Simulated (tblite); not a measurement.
# C9H15: the cost of one run

Programs: PySCF 2.14.0 with density-fitted response routines of our own, and tblite 0.8.0. All values are computed, except where a source is named. Atoms count from 0 throughout.

### 1 The molecule as given

24 atoms, charge 1, multiplicity 1; geometry from: force field or distance geometry start.

Bonds of the start (Å): C0–C1 1.54, C0–H10 1.09, C0–H11 1.13, C0–H9 1.11, C1–C2 1.51, C1–H12 1.10, C1–H13 1.10, C2–C3 1.51, C2–H14 1.12, C2–H15 1.11, C3–C4 1.50, C3–C8 1.48, C3–H16 1.11, C4–C5 1.34, C4–H17 1.09, C5–C6 1.47, C5–H18 1.10, C6–C7 1.49, C6–H19 1.13, C6–H20 1.12, C7–C8 1.51, C7–H21 1.11, C7–H22 1.12, C8–H23 1.09.

### 2 GFN2-xTB relaxation, start minimum

What the job is given:

```
{"job": {"xc": "GFN2-xTB", "basis": "xTB", "kind": "relax"}, "charge": 1, "multiplicity": 1}
C      2.792800     0.214000     0.651300
C      2.287400    -1.045300    -0.066800
C      1.234000    -0.542700    -1.019700
C      0.101500     0.157000    -0.302400
C     -0.609000    -0.725900     0.687800
C     -1.923000    -0.603400     0.902900
C     -2.788200     0.380800     0.235600
C     -2.125000     1.252800    -0.772700
C     -0.919500     0.511100    -1.309900
H      2.772400     1.042800    -0.089100
H      3.813500     0.088000     1.019400
H      2.053200     0.467700     1.462600
H      3.106000    -1.536500    -0.616900
H      1.858300    -1.746400     0.664800
H      1.734400     0.233400    -1.645200
H      0.868800    -1.351500    -1.682100
H      0.434400     1.108100     0.167000
H     -0.095300    -1.501600     1.248800
H     -2.380200    -1.279100     1.646000
H     -3.277200     1.034100     1.016000
H     -3.655400    -0.108700    -0.275500
H     -2.775000     1.550300    -1.624900
H     -1.690500     2.152700    -0.256800
H     -0.830100     0.268000    -2.365700
```

Run with:

```bash
OMP_NUM_THREADS=1 python ens_run.py task.json out
```

One launch serves the whole session.

**Question.** How long does this first job take on 1 thread of Arm Neoverse N1, shared host?

About 2.4 s.
